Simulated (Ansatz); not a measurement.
# TaN: the cost of one run

Program: Ansatz 0.2.0. Level of theory: DFT PBEsol, scalar-relativistic, plane waves, PAW. These are calculated values, not measurements.

40 further runs of the same task are left out: 40 set aside as unsound or not needed.

## 1. The system as given

It takes space group P-6m2 (No. 187, hexagonal). Conventional cell: a = 2.924 Å, b = 2.924 Å, c = 2.871 Å, α = 90.00°, β = 90.00°, γ = 120.00°. Ta (site symmetry -6m2) has 6 N at 2.22 Å as nearest neighbours. N (site symmetry -6m2) is surrounded by 6 Ta at 2.22 Å.

Structure file:

```
Ta N
1.0
     2.92404    0.00000    0.00000
    -1.46202    2.53229    0.00000
     0.00000    0.00000    2.87074
Ta N
1 1
Direct
  0.33333 0.66667 0.50000
  0.00000 0.00000 0.00000
```

This cell was relaxed beforehand with the same method: volume 10.63 Å³/atom, gap on the mesh none (metal).

## 2. Plan of the line

The energy is mapped over volume and the cell's shape.

- volume per atom: 9 values from 8.93 to 12.33 Å³
- c/a of the conventional cell: 9 values from 0.906 to 1.064

Nothing else is relaxed (symmetry fixes all fractional coordinates). Energies count from the relaxed crystal. Points are written as (first, second).

## 3. Grid point (8.93 Å³, 1.022)

Contents of input.yaml:

```yaml
crystal:
  lattice:
    - [2.7223777219, 0.0, 0.0]
    - [-1.3611888609, 2.3576482659, 0.0]
    - [0.0, 0.0, 2.7819977941]
  atoms:
    - { symbol: Ta, position: [0.3333333333, 0.6666666667, 0.5] }
    - { symbol: "N", position: [0.0, 0.0, 0.0] }
basis:
  ecutwfc: 520.0
kpoints:
  mp_grid: { grid: [21, 21, 18] }
hamiltonian:
  xc: pbesol
scf:
  occupations: { method: gaussian, width: 0.15 }
output:
  forces: true
  stress: true
  eigenvalues: true
```

Started as:

```bash
$ ansatz run input.yaml --threads 1 --pin off --max-ram 2048MiB --backend cpu --events-out ev --progress --plain --runs-dir out
```

**Question.** How long does this run take on 1 thread of AMD EPYC 9R45 (Zen 5), shared host, and how much memory does it need?

About 3.8 s, with a peak of 0.53 GiB.
